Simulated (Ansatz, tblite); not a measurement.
**AsH2(NMe2) (C₂H₈AsN): rung by rung**

An exercise on one series of results from a longer session: the logs are not shown, and one member is left open.

Program: Ansatz 0.2.0, Gaussian basis. Level of theory: as each input shows. These are calculated values, not measurements.

The runs, in order: GFN1-xTB, GFN2-xTB, PBE-D4/def2-TZVP, r2SCAN-D4/def2-TZVP, PBE-QIDH/def2-TZVP, BHLYP-D4/def2-TZVP, ωB97X-V/def2-TZVP, HSE06-D4/def2-TZVP, revPBE-D4/def2-TZVP, LC-ωPBE/def2-TZVP, B97M-V/def2-TZVP, PBE-D4/def2-SVP, PBE0-D4/def2-SVP, HF/6-31G, B3LYP-D4/6-31G, PBE0-D4/def2-TZVPD, PBE-D4/def2-TZVPD, r2SCAN-D4/def2-TZVPD, CCSD(T)/def2-TZVP, RPA/def2-TZVP.

## The relaxed structure

The geometry is that of the singlet, from an earlier relaxation (B3LYP-D4/def2-SVP).

12 atoms, charge 0, spin multiplicity 1.

Bond lengths: As1–H2 1.553 Å, As1–H3 1.532 Å, As1–N4 1.866 Å, N4–C5 1.448 Å, N4–C6 1.452 Å, C5–H7 1.114 Å, C5–H8 1.101 Å, C5–H9 1.105 Å, C6–H10 1.101 Å, C6–H11 1.105 Å, C6–H12 1.113 Å. Angles: H2–As1–H3 90.9°, H2–As1–N4 99.9°, H3–As1–N4 94.9°, As1–N4–C5 118.0°, As1–N4–C6 114.7°, C5–N4–C6 113.5°, N4–C5–H7 113.5°, N4–C5–H8 110.5°, N4–C5–H9 109.9°, H7–C5–H8 107.6°, H7–C5–H9 107.4°, H8–C5–H9 107.7°, N4–C6–H10 110.5°, N4–C6–H11 109.8°, N4–C6–H12 114.0°, H10–C6–H11 107.5°, H10–C6–H12 107.8°, H11–C6–H12 107.1°.

PBE0-D4/def2-TZVP was run before; its log isn't repeated, and its numbers join the tables.

The first run:

Tight binding, by tblite at 300 K electronic temperature and without a spin-polarisation term:

```python
tblite.interface.Calculator('GFN1-xTB', numbers, positions, charge=0, uhf=0).singlepoint()
```

Tight binding, by tblite at 300 K electronic temperature and without a spin-polarisation term:

```python
tblite.interface.Calculator('GFN2-xTB', numbers, positions, charge=0, uhf=0).singlepoint()
```

start.molden holds the orbitals of an earlier run on this state, given as this run's starting guess.

in.yaml

```yaml
crystal:
  periodic: [false, false, false]
  atoms:
    - {symbol: As, position_ang: [0.809488, 1.379190, 1.101990]}
    - {symbol: H, position_ang: [2.134741, 1.066041, 0.354461]}
    - {symbol: H, position_ang: [0.524819, 2.549840, 0.155528]}
    - {symbol: N, position_ang: [-0.337856, 0.190297, 0.234324]}
    - {symbol: C, position_ang: [-0.238587, 0.076980, -1.205938]}
    - {symbol: C, position_ang: [-0.508379, -1.085802, 0.905082]}
    - {symbol: H, position_ang: [0.686349, -0.440746, -1.548411]}
    - {symbol: H, position_ang: [-0.254978, 1.073342, -1.673517]}
    - {symbol: H, position_ang: [-1.101012, -0.492531, -1.598241]}
    - {symbol: H, position_ang: [-0.612888, -0.938910, 1.991508]}
    - {symbol: H, position_ang: [-1.430682, -1.577343, 0.545549]}
    - {symbol: H, position_ang: [0.328973, -1.800358, 0.737675]}
basis:
  gaussian: {orbitals: def2-TZVP, initial_orbitals: start.molden}
hamiltonian: {xc: pbe, dispersion: d4}
scf: {omitted_lower_state_checks: [starts]}
output: {orbitals: {seedname: orbitals}}
```

The run is started by

```bash
ansatz run in.yaml --threads 4 --pin off --events-out ev --progress --plain --max-ram 3916MiB
```

Among the steps run: PBE-D4/def2-TZVP; r2SCAN-D4/def2-TZVP; PBE-QIDH/def2-TZVP; BHLYP-D4/def2-TZVP; ωB97X-V/def2-TZVP; HSE06-D4/def2-TZVP; revPBE-D4/def2-TZVP; LC-ωPBE/def2-TZVP; B97M-V/def2-TZVP; PBE-D4/def2-SVP; PBE0-D4/def2-SVP; HF/6-31G; B3LYP-D4/6-31G; PBE0-D4/def2-TZVPD; PBE-D4/def2-TZVPD; r2SCAN-D4/def2-TZVPD; CCSD(T)/def2-TZVP; RPA/def2-TZVP.

One of the session's tables, all rows but one given; the rest of the session is left out.

```
               level  HOMO (eV)  LUMO (eV)  gap (eV)
            HF/6-31G      -9.51       3.51     13.02
     PBE-D4/def2-SVP      -4.89      -0.54      4.36
    PBE-D4/def2-TZVP      -5.08      -0.80      4.28
   PBE-D4/def2-TZVPD      -5.13      -0.97      4.16
 revPBE-D4/def2-TZVP      -5.04      -0.69      4.35
 r2SCAN-D4/def2-TZVP      -5.33      -0.55      4.78
r2SCAN-D4/def2-TZVPD      -5.36      -0.66      4.70
    B97M-V/def2-TZVP      -5.49      -0.63      4.86
      B3LYP-D4/6-31G      -5.79       0.08      5.87
    PBE0-D4/def2-SVP      -6.26       0.36      6.62
   PBE0-D4/def2-TZVP      -6.39       0.08      6.47
  PBE0-D4/def2-TZVPD      -6.42      -0.15      6.27
  HSE06-D4/def2-TZVP      -5.99      -0.30      5.69
  BHLYP-D4/def2-TZVP      -7.66       0.97      8.62
   LC-ωPBE/def2-TZVP      -9.06       2.30     11.36
   ωB97X-V/def2-TZVP          ?          ?         ?
```

**Question.** Estimate the row for ωB97X-V/def2-TZVP.

The run gave: HOMO (eV): -8.75; LUMO (eV): 2.13; gap (eV): 10.89. In the column «HOMO (eV)» it lies between LC-ωPBE/def2-TZVP (-9.06) and BHLYP-D4/def2-TZVP (-7.66).
